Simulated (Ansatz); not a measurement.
CH2AlFOS, SMILES F[C]1(S)[O][AlH]1, a single point from an input written key by key

With Ansatz 0.2.0, Python API.

`input.yaml`
```yaml
crystal:
  periodic: [false, false, false]
  atoms:
    - { symbol: F, position_ang: [0.082, -1.8748, 0.4975] }
    - { symbol: C, position_ang: [-0.3013, -0.5225, 0.1976] }
    - { symbol: S, position_ang: [-0.5182, 0.6013, 1.5996] }
    - { symbol: O, position_ang: [-1.3201, -0.4295, -0.6805] }
    - { symbol: Al, position_ang: [0.1357, 0.2205, -1.5289] }
    - { symbol: H, position_ang: [0.8842, 0.5379, 1.926] }
    - { symbol: H, position_ang: [1.0989, 1.3991, -2.057] }
basis:
  gaussian: { orbitals: def2-SVP }
hamiltonian:
  xc: pbe0
```

Typed at the interpreter:
```pycon
>>> import ansatz as az
>>> session = az.Session.from_deck("input.yaml")
>>> data = session.plan(threads=1).execute().report
>>> print(f"E = {data['free_energy_ev']:.6f} eV = {data['free_energy_ev'] / 27.211386246:.7f} Ha")
E = -23240.792215 eV = -854.0833607 Ha
>>> print("converged:", data["converged"], " doubts:", data["published_state_doubts"] or "none")
converged: True  doubts: none
>>> symbols = ["F", "C", "S", "O", "Al", "H", "H"]
>>> field = data["mean_field"]
>>> print("<S^2> =", round(abs(field["state"]["spin_squared"]), 4), " all-electron relativity setting:", field["relativity"])
<S^2> = 0.0  all-electron relativity setting: none
>>> print("passes:", field["passes"])
passes: {'evaluations': 18, 'products': 14}
>>> if "symmetry" in field:
...     print("occupied orbitals by irrep:", field["symmetry"]["occupied"])
...
occupied orbitals by irrep: [{'A': 27}, {'A': 27}]
```

What to keep in mind:
- Total energies depend on the basis set; only differences at equal settings carry meaning.
- The geometry is a force-field or estimated start, not a minimum of this method, and the basis set is short of its limit.
- The whole script took 2.8 s on 1 thread of Arm Neoverse V2, with other jobs on the host, peak memory 0.21 GiB.
